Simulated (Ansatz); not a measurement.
# FCI/STO-3G run of SnH3O (SMILES [OH][SnH2])

Aim: the vertical ionisation energy of SnH3O at FCI/STO-3G, from 2 runs. 

Program for the calculation: Ansatz 0.2.0.

58 further runs of the same task are left out: 7 that didn't finish, 51 set aside as unsound or not needed.

**1. Starting point**

SnH3O has 5 atoms, charge 0, and is taken as a doublet. As SMILES, `[OH][SnH2]`. The shape is that of a PBE0-D4/def2-TZVP optimisation. This is one conformer, not always the lowest.

Bond lengths: O1–Sn2 1.976 Å, O1–H3 0.960 Å, Sn2–H4 1.735 Å, Sn2–H5 1.722 Å. Angles: O1–Sn2–H4 106.9°, O1–Sn2–H5 101.9°, Sn2–O1–H3 113.3°, H4–Sn2–H5 111.7°.

**2. A single-point energy at FCI/STO-3G**

input.yaml

```yaml
basis:
  gaussian:
    orbitals: STO-3G
crystal:
  periodic: [false, false, false]
  atoms:
    - {symbol: O, position_ang: [0.707400, -0.732900, 0.861900]}
    - {symbol: Sn, position_ang: [0.104500, 0.308800, -0.705500]}
    - {symbol: H, position_ang: [0.368600, -1.631300, 0.873200]}
    - {symbol: H, position_ang: [-1.606800, 0.061300, -0.845900]}
    - {symbol: H, position_ang: [0.476300, 1.920400, -0.224900]}
magnetization:
  spin_polarized: true
  initial_magnetization: 1
accuracy: high
correlation:
  method: fci
  frozen_orbitals: {H: 0, O: 1, Sn: 18}
```

Run with:

```
$ ansatz run input.yaml --threads 1 --pin off --max-ram 2610MiB --events-out events.jsonl --progress --plain --runs-dir runs
```

The log of the run:

```text
Warning: RAYON_NUM_THREADS=1 ignored (pool sized by the plan → 1); use --threads N
Functional definition: HF
  name "HF"
  exchange = exact_x
  correlation = 0
640 factors; integrals over basis functions are off by at most 4.8e-9 eV
mean field evaluation 1: about -164323.2468 eV, gradient 1.4e1 eV
mean field evaluation 2: about -164323.2992 eV, gradient 1.4e1 eV
mean field evaluation 4: about -164325.0301 eV, gradient 1.3e0 eV
mean field evaluation 8: about -164325.0775 eV, gradient 1.1e-3 eV
mean field -164325.07451197 eV, -6038.8351047790 hartree, gradient 3.1e-8 eV, S^2 0.753010; 0 other end points of the search recorded, 0 dependent functions left out
mean field evaluation 16: about -164325.0070 eV, gradient 2.6e-1 eV
19 core orbitals not correlated: weight in the atoms' cores, before any rotation towards them, 1.000 or more for the frozen orbitals, at most 0.000 for the correlated occupied ones
reference -164325.06211650 eV, -6038.8346492537 hartree; 12, 11 occupied and 4, 5 virtual orbitals, 640 factors
state -164327.67208738 eV, -6038.9305639145 hartree
Total energy: -164327.67208738 eV, -6038.9305639145 hartree
```

Wall time 58 s (1 thread of Arm Neoverse V2, shared host); peak memory 0.93 GiB.

**3. The singlet cation at the same level**

in.yaml

```yaml
basis:
  gaussian: {orbitals: STO-3G}
crystal:
  periodic: [false, false, false]
  atoms:
    - {symbol: O, position_ang: [0.707400, -0.732900, 0.861900]}
    - {symbol: Sn, position_ang: [0.104500, 0.308800, -0.705500]}
    - {symbol: H, position_ang: [0.368600, -1.631300, 0.873200]}
    - {symbol: H, position_ang: [-1.606800, 0.061300, -0.845900]}
    - {symbol: H, position_ang: [0.476300, 1.920400, -0.224900]}
total_charge: 1
correlation: {method: fci, frozen_orbitals: {H: 0, O: 1, Sn: 18}}
accuracy: high
```

Run with:

```
$ ansatz run in.yaml --threads 1 --pin off --max-ram 2610MiB --events-out events.jsonl --progress --plain --runs-dir runs
```

The log of the run:

```text
Warning: RAYON_NUM_THREADS=1 ignored (pool sized by the plan → 1); use --threads N
[... 4 set-up lines as earlier in the session ...]
640 factors; integrals over basis functions are off by at most 4.8e-9 eV
mean field evaluation 1: about -164314.2314 eV, gradient 3.5e1 eV
mean field evaluation 2: about -164314.2591 eV, gradient 3.5e1 eV
mean field evaluation 4: about -164319.7647 eV, gradient 3.4e0 eV
mean field evaluation 8: about -164319.8698 eV, gradient 1.6e-1 eV
mean field evaluation 16: about -164319.8702 eV, gradient 1.1e-8 eV
mean field -164319.87022571 eV, -6038.6438507865 hartree, gradient 1.1e-8 eV, S^2 0.000000; 0 other end points of the search recorded, 0 dependent functions left out; unrestricted orbitals would lower it
19 core orbitals not correlated: weight in the atoms' cores, before any rotation towards them, 1.000 or more for the frozen orbitals, at most 0.000 for the correlated occupied ones
reference -164319.87022571 eV, -6038.6438507865 hartree; 11, 11 occupied and 5, 5 virtual orbitals, 640 factors
state -164323.62715128 eV, -6038.7819152547 hartree
Total energy: -164323.62715128 eV, -6038.7819152547 hartree
```

Wall time 1.8 min (1 thread of Arm Neoverse V2, shared host); peak memory 1.2 GiB.

**4. What came out**

At FCI/STO-3G, 19 core orbitals frozen:

| quantity | value |
| --- | --- |
| doublet SnH3O: total energy | -6038.93056 Eh |
| doublet SnH3O: correlation energy (19 core orbitals frozen) | -95.9 mEh |
| singlet cation: total energy | -6038.78192 Eh |
| singlet cation: correlation energy (19 core orbitals frozen) | -138.1 mEh |
| vertical ionisation energy (to the singlet cation) | 4.045 eV |

The vertical ionisation energy comes to 4.04 eV (390 kJ/mol). Only the singlet of the ionised species was computed; a triplet could lie lower. In a minimal basis such a difference can be off by several eV, whatever the method. Relativity is left out (doublet SnH3O) although the molecule holds a heavy atom. The restricted solution (singlet cation) is unstable to spin breaking: an unrestricted one lies lower. Relativity is left out (singlet cation) although the molecule holds a heavy atom.
